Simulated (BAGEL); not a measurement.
**GaNH2F2 (SMILES [NH2][Ga]([F])[F]), step by step**

Wanted: a single-point energy (HF/cc-pVDZ), then the energy (NEVPT2(2,2)/cc-pVDZ), then the energy (CASPT2(2,2)/cc-pVDZ) of GaNH2F2. 

The calculation is run with BAGEL 1.2.2.

1 further run of the same task is left out (set aside as unsound or not needed).

## Step 1: The structure to begin with

GaNH2F2: 6 atoms, total charge 0, spin state singlet. As SMILES, `[NH2][Ga]([F])[F]`. One bond was lengthened or shortened from a relaxed shape.

Bond lengths: N1–Ga2 1.790 Å, Ga2–F3 1.739 Å, Ga2–F4 1.739 Å, N1–H5 1.006 Å, N1–H6 0.855 Å. Angles: N1–Ga2–F3 122.4°, N1–Ga2–F4 122.4°, F3–Ga2–F4 115.1°, Ga2–N1–H5 121.0°, Ga2–N1–H6 121.0°, H5–N1–H6 112.8°.

## Step 2: The energy at HF/cc-pVDZ (density fitting with svp-jkfit) (run 1)

input.json reads:

```json
{ "bagel" : [

{
  "title" : "molecule",
  "basis" : "cc-pvdz.json",
  "df_basis" : "svp-jkfit",
  "angstrom" : true,
  "geometry" : [
    { "atom" : "N", "xyz" : [   -0.432777,    0.991955,   -0.233095 ] },
    { "atom" : "Ga", "xyz" : [    0.148923,   -0.687045,   -0.018395 ] },
    { "atom" : "F", "xyz" : [    1.549723,   -1.073345,    0.937305 ] },
    { "atom" : "F", "xyz" : [   -0.590577,   -2.039445,   -0.823795 ] },
    { "atom" : "H", "xyz" : [   -0.110177,    1.733055,    0.365305 ] },
    { "atom" : "H", "xyz" : [   -1.199500,    1.152100,   -0.575400 ] }
  ]
},
{ "title" : "hf" },
{ "title" : "print", "file" : "orbitals.molden", "orbitals" : true }

]}
```

The basis set cc-pVDZ is read from a file made from the Basis Set Exchange's data (not shown).

Started as:

```bash
$ BAGEL_NUM_THREADS=1 BAGEL input.json > input.out
```

Output:

```text
* using 1 threads per process

  ===============================================================
  ===============================================================

  *** Geometry ***

  { "atom" : "N", "xyz" : [     -0.817830,      1.874523,     -0.440486 ] },
  { "atom" : "Ga", "xyz" : [      0.281424,     -1.298327,     -0.034762 ] },
  { "atom" : "F", "xyz" : [      2.928552,     -2.028328,      1.771250 ] },
  { "atom" : "F", "xyz" : [     -1.116029,     -3.853992,     -1.556747 ] },
  { "atom" : "H", "xyz" : [     -0.208204,      3.274999,      0.690326 ] },
  { "atom" : "H", "xyz" : [     -2.266726,      2.177153,     -1.087348 ] },

  Number of auxiliary basis functions:      533

  Since a DF basis is specified, we compute 2- and 3-index integrals:
    o Being stored without compression. Storage requirement is 0.027 GB

  Number of basis functions:       79
  Number of electrons      :       58

    * METHOD: MOLECULE                             0.18

  *** RHF ***

  === Nuclear Repulsion ===
   297.4408477703

      * DIIS with orbital gradients will be used.

  === RHF iteration (cc-pvdz.json) ===
      0      -2177.43065431          0.02249619           0.06
      1      -2177.65781616          0.01488551           0.05
      2      -2177.79639499          0.00111557           0.05
[... 9 lines of this table left out ...]
     12      -2177.79729529          0.00000001           0.05
    * SCF iteration converged.

    * Permanent dipole moment:
           (    0.579654,    -1.228823,    -0.104008) a.u.

    * METHOD: HF                                   0.79

    * METHOD: PRINT                                0.01

  ===============================================================
```

It took 1.2 s on 1 thread of AMD EPYC 9R45 (Zen 5), shared host; peak memory 0.13 GiB.

## Step 3: The energy at NEVPT2(2,2)/cc-pVDZ (density fitting with svp-jkfit) (run 2)

job.json reads:

```json
{ "bagel": [

{
  "title": "molecule",
  "basis": "cc-pvdz.json",
  "df_basis": "svp-jkfit",
  "angstrom": true,
  "geometry": [
    { "atom": "N", "xyz": [      -0.432777,       0.991955,      -0.233095 ] },
    { "atom": "Ga", "xyz": [       0.148923,      -0.687045,      -0.018395 ] },
    { "atom": "F", "xyz": [       1.549723,      -1.073345,       0.937305 ] },
    { "atom": "F", "xyz": [      -0.590577,      -2.039445,      -0.823795 ] },
    { "atom": "H", "xyz": [      -0.110177,       1.733055,       0.365305 ] },
    { "atom": "H", "xyz": [      -1.199500,       1.152100,      -0.575400 ] }
  ]
},

{ "title": "hf" },

{ "title": "nevpt2", "nstate": 1, "nact": 2, "nclosed": 28, "active": [20, 35], "maxiter": 200, "natocc": true, "ncore": 12 },

{ "title": "print", "file": "orbitals.molden", "orbitals": true }

]}
```

The basis set cc-pVDZ is read from a file made from the Basis Set Exchange's data (not shown).

Started as:

```bash
$ BAGEL_NUM_THREADS=1 BAGEL job.json > job.out
```

Output:

```text
* using 1 threads per process

  ===============================================================
  ===============================================================

  *** Geometry ***

[... 30 lines left out ...]
    * SCF iteration converged.
[... 1 line left out ...]
    * Permanent dipole moment:
[... 28 lines left out ...]
    * Second-order optimization converged. *
[... 9 lines left out ...]
     * ci vector, state   0, <S^2> = 0.0000
       2.     0.9976316233
       .2    -0.0687833134

  === DF-NEVPT2 calculation ===

    * 3-index integral transformation done
    * assembly done

      NEVPT2 correlation energy:   -0.6123997749      0.10

          (+0)     -0.5484945955
          (+0)'    -0.0237395490
          (+1)     -0.0029125926
          (+1)'    -0.0000000000
          (+2)     -0.0002048597
          (-1)     -0.0284876065
          (-1)'     0.0000000000
          (-2)     -0.0085605715

      NEVPT2 total energy:       -2178.4224718999

    * METHOD: NEVPT2                               3.34

    * METHOD: PRINT                                0.01

  ===============================================================
```

Wall time 4.8 s (1 thread of AMD EPYC 9R45 (Zen 5), shared host); peak memory 0.14 GiB.

## Step 4: The energy at CASPT2(2,2)/cc-pVDZ (density fitting with svp-jkfit) (run 3)

Changes to input.json since step 2:

```diff
@@ -17,3 +17,5 @@
 { "title" : "hf" },
-{ "title" : "print", "file" : "orbitals.molden", "orbitals" : true }
+{ "title" : "casscf", "nstate" : 1, "nact" : 2, "nclosed" : 28, "active" : [20, 35], "maxiter" : 200, "natocc" : true },
+{ "title" : "print", "file" : "orbitals.molden", "orbitals" : true },
+{ "title" : "smith", "method" : "caspt2", "ms" : true, "xms" : true, "sssr" : true, "shift" : 0.2, "shift_imag" : true, "ncore" : 12 }
```

The basis set cc-pVDZ is read from a file made from the Basis Set Exchange's data (not shown).

Started as:

```bash
$ BAGEL_NUM_THREADS=1 BAGEL input.json > input.out
```

Output:

```text
* using 1 threads per process

  ===============================================================
  ===============================================================

  *** Geometry ***

[... 32 lines left out ...]
    * Permanent dipole moment:
[... 37 lines left out ...]
     * ci vector, state   0, <S^2> = 0.0000
[... 21 lines left out ...]
       #      aibj      arbs      arbi      airj      risj      airs      arst      rist         Etot      error   time
[... 10 lines left out ...]
      ------------------------------------------------------------------------------------------------------------------

    * CASPT2 energy : state  0    -2178.4250742281
        w/o shift correction      -2178.4231628227
        reference weight              0.8670282276

    * METHOD: SMITH                                0.54

  ===============================================================
```

It took 5.1 s on 1 thread of AMD EPYC 9R45 (Zen 5), shared host; peak memory 0.23 GiB.

## Step 5: What came out

| quantity | value |
| --- | --- |
| run 1, HF/cc-pVDZ: total energy | -2177.79730 Eh |
| run 1, HF/cc-pVDZ: dipole moment | 3.46 D |
| run 1, HF/cc-pVDZ: HOMO energy | -11.92 eV |
| run 1, HF/cc-pVDZ: LUMO energy | 2.44 eV |
| run 1, HF/cc-pVDZ: HOMO–LUMO gap | 14.37 eV |
| run 2, NEVPT2(2,2)/cc-pVDZ: total energy | -2178.42247 Eh |
| run 3, CASPT2(2,2)/cc-pVDZ: total energy | -2178.42507 Eh |
